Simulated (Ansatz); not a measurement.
Geometry optimisation, Ansatz 0.2.0, DFT PBE, scalar-relativistic, plane waves, PAW.

The input (input.yaml):

```yaml
crystal:
  lattice:
    - [6.32, 0.0, 0.0]
    - [0.0, 6.32, 0.0]
    - [0.0, 0.0, 6.32]
  atoms:
    - { symbol: W, position: [0.0, 0.0, 0.0] }
    - { symbol: W, position: [0.5, 0.0, 0.0] }
    - { symbol: W, position: [0.0, 0.5, 0.0] }
    - { symbol: W, position: [0.0, 0.0, 0.5] }
    - { symbol: W, position: [0.25, 0.25, 0.25] }
    - { symbol: W, position: [0.5, 0.5, 0.0] }
    - { symbol: W, position: [0.5, 0.0, 0.5] }
    - { symbol: W, position: [0.75, 0.25, 0.25] }
    - { symbol: W, position: [0.0, 0.5, 0.5] }
    - { symbol: W, position: [0.25, 0.75, 0.25] }
    - { symbol: W, position: [0.25, 0.25, 0.75] }
    - { symbol: W, position: [0.5, 0.5, 0.5] }
    - { symbol: W, position: [0.75, 0.75, 0.25] }
    - { symbol: W, position: [0.75, 0.25, 0.75] }
    - { symbol: W, position: [0.25, 0.75, 0.75] }
    - { symbol: W, position: [0.75, 0.75, 0.75] }
    - { symbol: C, position: [0.25680012, 0.49686663, -0.12995391] }
basis:
  ecutwfc: 420.0
kpoints:
  mp_grid: { grid: [3, 3, 3] }
hamiltonian:
  xc: pbe
scf:
  occupations: { method: fermi_dirac, width: 0.1 }
  lower_state_search: "off"
relax:
  f_tol: 0.03
  max_steps: 60
  adjacent_minimum: "off"
```

Command:

```bash
$ ansatz run input.yaml --threads 4 --pin off --max-ram 10240MiB --backend cpu --events-out ev --progress --plain --runs-dir out
```

Task: Where does it end, and by what steps?

Result: The forces met the threshold. The force dipped under the threshold on the way, but the program's further checks kept it going. Limits of this set-up: coarse k mesh. After 8 steps the energy has fallen by 5.019 eV; C17 moved furthest, 0.72 Å. The start is strongly strained (largest force component 10 eV/Å).

| step | energy less start (eV) | largest force component (eV/Å) | accepted |
| --- | --- | --- | --- |
| 0 | 0.0000 | 9.549 | yes |
| 1 | -1.2899 | 3.020 | yes |
| 2 | -3.2543 | 1.302 | yes |
| 3 | -3.8956 | 2.997 | yes |
| 4 | -4.4700 | 2.705 | yes |
| 5 | -4.9217 | 1.176 | yes |
| 6 | -5.0169 | 0.235 | yes |
| 7 | -5.0191 | 0.016 | yes |
| 8 | -5.0191 | 0.016 | yes |

```xyz
17
Lattice="6.3200 0.0000 0.0000 0.0000 6.3200 0.0000 0.0000 0.0000 6.3200" Properties=species:S:1:pos:R:3
W -0.058 -0.001 0.106
W 3.223 -0.001 0.106
W 0.020 3.159 0.028
W -0.059 -0.001 3.143
W 1.583 1.567 1.624
W 3.145 3.159 0.027
W 3.224 -0.001 3.143
W 4.742 1.610 1.624
W 0.020 3.159 3.222
W 1.583 4.751 1.625
W 1.582 1.273 4.784
W 3.145 3.159 3.223
W 4.742 4.708 1.624
W 4.743 1.566 4.785
W 1.583 5.044 4.785
W 4.743 4.752 4.785
C 1.582 3.159 -1.535
```

Whether the end is a true minimum wasn't checked by a vibrational analysis.

The run took 62 s on 4 threads of Intel(R) Xeon(R) Platinum 8488C (Sapphire Rapids) (shared host), peak memory 1.2 GiB.
